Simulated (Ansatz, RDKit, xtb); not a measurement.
# C5H11B: which of the isomers drawn lies lowest?, part 2 of 2

Which of a sample of isomers of C5H11B is the most stable in the gas at 298.15 K, and what are its properties? The sample is small against all isomers, and the most stable one of this formula need not be in it.

xtb, Ansatz and PySCF; isolated molecules. The steps go on from the part before.

### Step 6. The relaxed candidates

```
label     spin  r2SCAN-D4/def2-SVP (kcal/mol)  PBE0-D3(BJ)/def2-SVP, relaxed (kcal/mol)  time
c812a  singlet                            0.9                                       0.0  49 s
c516a  singlet                            0.0                                       1.1  69 s
c956b  singlet                            1.2                                       1.6  52 s
c300b  singlet                            1.0                                       1.7  56 s
c377a  singlet                            1.1                                       2.2  45 s
```

c812a: Some bond lengths: C1–C2 1.509 Å, C1–C3 1.542 Å, C3–C4 1.540 Å, C1–C5 1.598 Å, C4–C5 1.537 Å, C1–B6 1.533 Å, B6–H7 1.211 Å, B6–H8 1.211 Å, C2–H9 1.100 Å, C2–H10 1.104 Å, C2–H11 1.102 Å, C3–H12 1.100 Å, C3–H13 1.101 Å, C4–H14 1.099 Å, C4–H15 1.099 Å, C5–H16 1.099 Å. Some angles: C2–C1–C3 117.9°, C2–C1–C5 116.8°, C2–C1–B6 120.8°, C3–C1–C5 88.8°, C3–C1–B6 118.2°, C5–C1–B6 81.5°, C1–C3–C4 90.8°, C3–C4–C5 91.1°, C1–C5–C4 88.8°, C1–C2–H9 111.6°.

c516a: Some bond lengths: C1–C2 1.548 Å, C2–C3 1.539 Å, C1–C4 1.555 Å, C3–C4 1.543 Å, C4–C5 1.511 Å, C1–B6 1.549 Å, B6–H7 1.212 Å, B6–H8 1.213 Å, C1–H9 1.116 Å, C2–H10 1.100 Å, C2–H11 1.101 Å, C3–H12 1.103 Å, C3–H13 1.101 Å, C4–H14 1.104 Å, C5–H15 1.102 Å, C5–H16 1.102 Å. Some angles: C1–C2–C3 88.5°, C2–C1–C4 88.7°, C2–C1–B6 124.7°, C4–C1–B6 123.2°, C2–C3–C4 89.5°, C1–C4–C3 88.1°, C1–C4–C5 119.1°, C3–C4–C5 119.6°, C1–C2–H10 117.7°, C1–C2–H11 111.7°.

c956b: Some bond lengths: C1–C2 1.545 Å, C2–C3 1.544 Å, C3–C4 1.512 Å, C1–C5 1.545 Å, C3–C5 1.544 Å, C1–B6 1.547 Å, B6–H7 1.213 Å, B6–H8 1.213 Å, C1–H9 1.119 Å, C2–H10 1.101 Å, C2–H11 1.102 Å, C3–H12 1.104 Å, C4–H13 1.102 Å, C4–H14 1.102 Å, C4–H15 1.102 Å, C5–H16 1.101 Å. Some angles: C1–C2–C3 88.2°, C2–C1–C5 88.9°, C2–C1–B6 121.7°, C5–C1–B6 121.7°, C2–C3–C4 119.2°, C2–C3–C5 89.0°, C4–C3–C5 119.2°, C1–C5–C3 88.2°, C1–C2–H10 117.9°, C1–C2–H11 112.4°.

c300b: Some bond lengths: C1–C2 1.546 Å, C2–C3 1.547 Å, C3–C4 1.516 Å, C1–C5 1.547 Å, C3–C5 1.547 Å, C1–B6 1.550 Å, B6–H7 1.213 Å, B6–H8 1.213 Å, C1–H9 1.116 Å, C2–H10 1.102 Å, C2–H11 1.100 Å, C3–H12 1.102 Å, C4–H13 1.101 Å, C4–H14 1.105 Å, C4–H15 1.101 Å, C5–H16 1.100 Å. Some angles: C1–C2–C3 88.1°, C2–C1–C5 88.8°, C2–C1–B6 120.0°, C5–C1–B6 120.0°, C2–C3–C4 113.2°, C2–C3–C5 88.8°, C4–C3–C5 113.2°, C1–C5–C3 88.1°, C1–C2–H10 117.6°, C1–C2–H11 112.6°.

### Step 7. Are they minima? Harmonic frequencies

The lowest few in one piece go on as finalists. In this search the thermal terms come from GFN2-xTB at its own nearest minimum. The first, c812a:

start.xyz

```xyz
17
c812a
C     -0.765657    -0.973419    -0.008712
C      0.464324    -1.219351     0.830715
C     -1.984329    -1.892405     0.208579
C     -2.888647    -0.670644     0.457182
C     -1.677731     0.273916     0.397574
B     -0.674656    -0.189148    -1.322298
H      0.254537     0.570171    -1.485559
H     -1.542925    -0.269665    -2.163297
H      1.185295    -0.392524     0.743510
H      0.215300    -1.351665     1.897949
H      0.973827    -2.137511     0.496700
H     -2.256802    -2.537394    -0.639787
H     -1.874303    -2.527339     1.101218
H     -3.420042    -0.665134     1.419236
H     -3.621967    -0.480578    -0.339165
H     -1.340136     0.741620     1.333191
H     -1.762127     1.105691    -0.341986
```

Command:

```bash
$ xtb start.xyz --gfn 2 --ohess tight
```

What it wrote (excerpt; [...] marks lines left out):

```text
* xtb version 6.7.1
[...]
          :  # basis functions                  35          :
[...]
          :  # electrons                        34          :
[...]
          :  Hamiltonian                  GFN2-xTB          :
[...]
          :  net charge                          0          :
          :  unpaired electrons                  0          :
[...]
   *** convergence criteria satisfied after 11 iterations ***
[...]
   *** GEOMETRY OPTIMIZATION CONVERGED AFTER 13 ITERATIONS ***
[...]
   *** convergence criteria satisfied after 3 iterations ***
[...]
         ::                     SUMMARY                     ::
         :::::::::::::::::::::::::::::::::::::::::::::::::::::
         :: total energy             -17.519001776710 Eh    ::
         :: gradient norm              0.000227585940 Eh/a0 ::
         :: HOMO-LUMO gap              3.816023783967 eV    ::
         ::.................................................::
         :: SCC energy               -17.771637808952 Eh    ::
         :: -> isotropic ES            0.020579383182 Eh    ::
         :: -> anisotropic ES          0.006710514279 Eh    ::
         :: -> anisotropic XC          0.008434538856 Eh    ::
         :: -> dispersion             -0.010412588077 Eh    ::
         :: repulsion energy           0.252636032242 Eh    ::
         :: add. restraining           0.000000000000 Eh    ::
         :: total charge              -0.000000000000 e     ::
         :::::::::::::::::::::::::::::::::::::::::::::::::::::
[...]
        17        2.0000           -0.3879792             -10.5575 (HOMO)
        18                         -0.2477431              -6.7414 (LUMO)
[...]
molecular dipole:
                 x           y           z       tot (Debye)
 q only:       -0.023      -0.011       0.125
   full:       -0.078       0.035       0.263       0.703
molecular quadrupole (traceless):
[...]
          | TOTAL ENERGY              -17.519001776710 Eh   |
          | TOTAL ENTHALPY            -17.363531243540 Eh   |
          | TOTAL FREE ENERGY         -17.402387143759 Eh   |
          | GRADIENT NORM               0.000227579434 Eh/α |
[...]
```

Wall time 0.34 s (2 threads of Intel Xeon 6975P-C (Granite Rapids), shared host).

### Step 8. Zero-point energy and free-energy terms

As xtb prints them, at 298.15 K, with its own treatment of low modes:

```
label               SMILES     spin  lowest mode (cm⁻¹)  zero-point (kcal/mol)  G − E (kcal/mol)
c812a           BC1(C)CCC1  singlet                  66                   92.4              73.2
c516a    B[C@@H]1CC[C@H]1C  singlet                  76                   92.2              72.7
c956b   B[C@H]1C[C@H](C)C1  singlet                  31                   92.2              72.8
c300b  B[C@H]1C[C@@H](C)C1  singlet                  47                   92.3              73.0
c377a   B[C@@H]1CC[C@@H]1C  singlet                  65                   92.3              73.0
```

### Step 9. Last filter: a higher level

Single points at CCSD(T)/def2-SVP + MP2/def2-TZVPP - MP2/def2-SVP on the refined geometries decide the order.

c812a, CCSD(T)/def2-SVP:

input.yaml

```yaml
crystal:
  periodic: [false, false, false]
  atoms:
    - {symbol: C, position_ang: [-0.765657, -0.973419, -0.008712]}
    - {symbol: C, position_ang: [0.464324, -1.219351, 0.830715]}
    - {symbol: C, position_ang: [-1.984329, -1.892405, 0.208579]}
    - {symbol: C, position_ang: [-2.888647, -0.670644, 0.457182]}
    - {symbol: C, position_ang: [-1.677731, 0.273916, 0.397574]}
    - {symbol: B, position_ang: [-0.674656, -0.189148, -1.322298]}
    - {symbol: H, position_ang: [0.254537, 0.570171, -1.485559]}
    - {symbol: H, position_ang: [-1.542925, -0.269665, -2.163297]}
    - {symbol: H, position_ang: [1.185295, -0.392524, 0.743510]}
    - {symbol: H, position_ang: [0.215300, -1.351665, 1.897949]}
    - {symbol: H, position_ang: [0.973827, -2.137511, 0.496700]}
    - {symbol: H, position_ang: [-2.256802, -2.537394, -0.639787]}
    - {symbol: H, position_ang: [-1.874303, -2.527339, 1.101218]}
    - {symbol: H, position_ang: [-3.420042, -0.665134, 1.419236]}
    - {symbol: H, position_ang: [-3.621967, -0.480578, -0.339165]}
    - {symbol: H, position_ang: [-1.340136, 0.741620, 1.333191]}
    - {symbol: H, position_ang: [-1.762127, 1.105691, -0.341986]}
basis:
  gaussian: {orbitals: def2-SVP}
correlation: {method: ccsd_t, frozen_orbitals: {H: 0, B: 1, C: 1}}
```

Command:

```bash
$ ansatz run input.yaml --threads 2 --pin off --max-ram 5220MiB --events-out events.jsonl --progress --plain --runs-dir runs
```

What it wrote (excerpt; [...] marks lines left out):

```text
Warning: RAYON_NUM_THREADS=2 ignored (pool sized by the plan → 2); use --threads N
Functional definition: HF
  name "HF"
[...]
1444 factors; integrals over basis functions are off by at most 1.6e-3 eV
[...]
mean field -5992.23806630 eV, -220.2106872516 hartree, gradient 1.8e-6 eV, S^2 0.000000; 0 other end points of the search recorded, 0 dependent functions left out
6 core orbitals not correlated: weight in the atoms' cores, before any rotation towards them, 1.000 or more for the frozen orbitals, at most 0.000 for the correlated occupied ones
reference -5992.23806630 eV, -220.2106872516 hartree; 17, 17 occupied and 116, 116 virtual orbitals, 1444 factors
second order -21.77094165 eV of doubles, -0.00000000 eV of singles
cycle   1  -23.02088477 eV  change    -1.2e0 eV  update   9.5e-2
[...]
cycle   9  -23.73456818 eV  change    1.5e-5 eV  update   1.5e-5
perturbative correction -0.78883822 eV, -0.0289892698 hartree
Total energy: -6016.76147269 eV, -221.1119058141 hartree
```

Wall time 17 s (2 threads of Intel Xeon 6975P-C (Granite Rapids), shared host); peak memory 1.1 GiB.

### Step 10. c812a at MP2/def2-TZVPP

input.yaml

```yaml
basis:
  gaussian:
    orbitals: def2-TZVPP
crystal:
  periodic: [false, false, false]
  atoms:
    - symbol: C
      position_ang: [-0.765657, -0.973419, -0.008712]
    - symbol: C
      position_ang: [0.464324, -1.219351, 0.830715]
    - symbol: C
      position_ang: [-1.984329, -1.892405, 0.208579]
    - symbol: C
      position_ang: [-2.888647, -0.670644, 0.457182]
    - symbol: C
      position_ang: [-1.677731, 0.273916, 0.397574]
    - symbol: B
      position_ang: [-0.674656, -0.189148, -1.322298]
    - symbol: H
      position_ang: [0.254537, 0.570171, -1.485559]
    - symbol: H
      position_ang: [-1.542925, -0.269665, -2.163297]
    - symbol: H
      position_ang: [1.185295, -0.392524, 0.743510]
    - symbol: H
      position_ang: [0.215300, -1.351665, 1.897949]
    - symbol: H
      position_ang: [0.973827, -2.137511, 0.496700]
    - symbol: H
      position_ang: [-2.256802, -2.537394, -0.639787]
    - symbol: H
      position_ang: [-1.874303, -2.527339, 1.101218]
    - symbol: H
      position_ang: [-3.420042, -0.665134, 1.419236]
    - symbol: H
      position_ang: [-3.621967, -0.480578, -0.339165]
    - symbol: H
      position_ang: [-1.340136, 0.741620, 1.333191]
    - symbol: H
      position_ang: [-1.762127, 1.105691, -0.341986]
magnetization:
  spin_polarized: false
  initial_magnetization: 0
correlation:
  method: mp2
  frozen_orbitals: {H: 0, B: 1, C: 1}
```

Command:

```bash
$ ansatz run input.yaml --threads 2 --pin off --max-ram 5220MiB --events-out events.jsonl --progress --plain --runs-dir runs
```

What it wrote:

```text
Warning: RAYON_NUM_THREADS=2 ignored (pool sized by the plan → 2); use --threads N
[... 2 set-up lines as earlier in the session ...]
  exchange = exact_x
  correlation = 0
1977 factors; integrals over basis functions are off by at most 1.3e-3 eV
mean field evaluation 1: about -5993.3542 eV, gradient 4.1e1 eV
mean field evaluation 2: about -5993.6329 eV, gradient 4.1e1 eV
mean field evaluation 4: about -5998.5383 eV, gradient 5.7e0 eV
mean field evaluation 8: about -5998.6386 eV, gradient 2.4e-1 eV
mean field -5998.63886750 eV, -220.4459123573 hartree, gradient 2.0e-6 eV, S^2 0.000000; 0 other end points of the search recorded, 0 dependent functions left out
6 core orbitals not correlated: weight in the atoms' cores, before any rotation towards them, 1.000 or more for the frozen orbitals, at most 0.000 for the correlated occupied ones
reference -5998.63886750 eV, -220.4459123573 hartree; 17, 17 occupied and 317, 317 virtual orbitals, 1977 factors
second order -26.44534722 eV of doubles, -0.00000000 eV of singles
Total energy: -6025.08421472 eV, -221.4177609422 hartree
```

It took 11 s on 2 threads of Intel Xeon 6975P-C (Granite Rapids), shared host; peak memory 1.3 GiB.

### Step 11. c516a at CCSD(T)/def2-SVP

input.yaml

```yaml
crystal:
  periodic: [false, false, false]
  atoms:
    - {symbol: C, position_ang: [-0.577439, 0.356784, -0.978085]}
    - {symbol: C, position_ang: [-1.177116, -0.229100, -2.279738]}
    - {symbol: C, position_ang: [-1.126209, -1.622677, -1.628515]}
    - {symbol: C, position_ang: [-0.973387, -0.955967, -0.245206]}
    - {symbol: C, position_ang: [-0.022177, -1.547744, 0.768327]}
    - {symbol: B, position_ang: [-0.889078, 1.767927, -0.420143]}
    - {symbol: H, position_ang: [-1.124880, 2.698340, -1.160919]}
    - {symbol: H, position_ang: [-0.853827, 1.975185, 0.774553]}
    - {symbol: H, position_ang: [0.534398, 0.378440, -1.067500]}
    - {symbol: H, position_ang: [-0.616486, -0.079427, -3.214341]}
    - {symbol: H, position_ang: [-2.210392, 0.115620, -2.443012]}
    - {symbol: H, position_ang: [-0.202849, -2.158895, -1.903786]}
    - {symbol: H, position_ang: [-1.980669, -2.299631, -1.782062]}
    - {symbol: H, position_ang: [-1.969556, -0.827989, 0.214262]}
    - {symbol: H, position_ang: [-0.382652, -2.519799, 1.141304]}
    - {symbol: H, position_ang: [0.098178, -0.881065, 1.637284]}
    - {symbol: H, position_ang: [0.975483, -1.706473, 0.326318]}
basis:
  gaussian: {orbitals: def2-SVP}
magnetization: {spin_polarized: false}
correlation: {method: ccsd_t, frozen_orbitals: {H: 0, B: 1, C: 1}}
```

Command:

```bash
$ ansatz run input.yaml --threads 2 --pin off --max-ram 5220MiB --events-out events.jsonl --progress --plain --runs-dir runs
```

What it wrote (excerpt; [...] marks lines left out):

```text
Warning: RAYON_NUM_THREADS=2 ignored (pool sized by the plan → 2); use --threads N
[... 2 set-up lines as earlier in the session ...]
[...]
1447 factors; integrals over basis functions are off by at most 1.4e-3 eV
[...]
mean field -5992.51164246 eV, -220.2207409903 hartree, gradient 2.2e-6 eV, S^2 0.000000; 0 other end points of the search recorded, 0 dependent functions left out
6 core orbitals not correlated: weight in the atoms' cores, before any rotation towards them, 1.000 or more for the frozen orbitals, at most 0.000 for the correlated occupied ones
reference -5992.51164246 eV, -220.2207409903 hartree; 17, 17 occupied and 116, 116 virtual orbitals, 1447 factors
second order -21.48219221 eV of doubles, -0.00000000 eV of singles
cycle   1  -22.82092404 eV  change    -1.3e0 eV  update   9.4e-2
[...]
cycle   9  -23.52966095 eV  change    9.7e-6 eV  update   2.1e-5
perturbative correction -0.75165036 eV, -0.0276226412 hartree
Total energy: -6016.79295377 eV, -221.1130627223 hartree
```

Wall time 17 s (2 threads of Intel Xeon 6975P-C (Granite Rapids), shared host); peak memory 1.1 GiB.

### Step 12. The ranking

Energies in kcal/mol from c516a; G adds the thermal terms to the CCSD(T)/def2-SVP + MP2/def2-TZVPP - MP2/def2-SVP energy. The columns left of the relaxed level are at the tight-binding geometries.

```
label               SMILES     spin  GFN2-xTB  HF/STO-3G  r2SCAN-D4/def2-SVP  PBE0-D3(BJ)/def2-SVP  HF/def2-SVP  MP2/def2-SVP  CCSD(T)/def2-SVP + MP2/def2-TZVPP - MP2/def2-SVP    G  share at equilibrium     T1
c516a    B[C@@H]1CC[C@H]1C  singlet       0.0        0.0                 0.0                   0.0          0.0           0.0                                               0.0  0.0                45.9 %  0.008
c812a           BC1(C)CCC1  singlet       1.5        2.1                 0.9                  -1.1          6.3          -0.3                                              -0.2  0.3                26.5 %  0.008
c300b  B[C@H]1C[C@@H](C)C1  singlet       0.3        0.6                 1.0                   0.7          1.7           0.6                                               0.4  0.8                12.5 %  0.008
c956b   B[C@H]1C[C@H](C)C1  singlet       0.5        0.5                 1.2                   0.5          0.9           0.8                                               0.7  0.9                10.8 %  0.008
c377a   B[C@@H]1CC[C@@H]1C  singlet       0.7        1.1                 1.1                   1.2          1.6           1.5                                               1.1  1.4                 4.4 %  0.008
```

Lowest found: c516a, `B[C@@H]1CC[C@H]1C`, a singlet. Some bond lengths: C1–C2 1.548 Å, C2–C3 1.539 Å, C1–C4 1.555 Å, C3–C4 1.543 Å, C4–C5 1.511 Å, C1–B6 1.549 Å, B6–H7 1.212 Å, B6–H8 1.213 Å, C1–H9 1.116 Å, C2–H10 1.100 Å, C2–H11 1.101 Å, C3–H12 1.103 Å, C3–H13 1.101 Å, C4–H14 1.104 Å, C5–H15 1.102 Å, C5–H16 1.102 Å. Some angles: C1–C2–C3 88.5°, C2–C1–C4 88.7°, C2–C1–B6 124.7°, C4–C1–B6 123.2°, C2–C3–C4 89.5°, C1–C4–C3 88.1°, C1–C4–C5 119.1°, C3–C4–C5 119.6°, C1–C2–H10 117.7°, C1–C2–H11 111.7°.

```xyz
17

C    -0.5774    0.3568   -0.9781
C    -1.1771   -0.2291   -2.2797
C    -1.1262   -1.6227   -1.6285
C    -0.9734   -0.9560   -0.2452
C    -0.0222   -1.5477    0.7683
B    -0.8891    1.7679   -0.4201
H    -1.1249    2.6983   -1.1609
H    -0.8538    1.9752    0.7746
H     0.5344    0.3784   -1.0675
H    -0.6165   -0.0794   -3.2143
H    -2.2104    0.1156   -2.4430
H    -0.2028   -2.1589   -1.9038
H    -1.9807   -2.2996   -1.7821
H    -1.9696   -0.8280    0.2143
H    -0.3827   -2.5198    1.1413
H     0.0982   -0.8811    1.6373
H     0.9755   -1.7065    0.3263
```

### Step 13. Outcome

This closing draws on all 2 parts.

| quantity | value |
| --- | --- |
| lowest structure found | B[C@@H]1CC[C@H]1C, singlet |
| next finalist | BC1(C)CCC1, singlet, 0.3 kcal/mol higher in G |
| share at equilibrium, among the finalists | 45.9 % |
| funnel | 7 starts, 6 minima at GFN2-xTB, 9 screening runs, 5 relaxed, 5 ranked |
| CPU time of all runs | 13 min |

What this shows: The lowest structure found is `B[C@@H]1CC[C@H]1C`. Its margin of 0.3 kcal/mol is inside the likely error of CCSD(T)/def2-SVP + MP2/def2-TZVPP - MP2/def2-SVP with harmonic terms (about 1.5 kcal/mol), so the order of the first two is not settled. The thermal terms turn the order: in electronic energy alone `BC1(C)CCC1` is lowest. They come from GFN2-xTB, so the order rests on a rough term. With modes this soft, harmonic terms can't settle so small a difference. GFN2-xTB, HF/STO-3G, r2SCAN-D4/def2-SVP and HF/def2-SVP already put its bonding pattern lowest among the structures in one piece; PBE0-D3(BJ)/def2-SVP and MP2/def2-SVP favour the singlet BC1(C)CCC1. The largest share of the time went into the relaxations (63 %). Lowest found is not proven lowest: the search is finite, and each finalist counts with one conformer. Only 5 drawn patterns were tried, so whole families of isomers are missing, and the result ranks this sample alone.
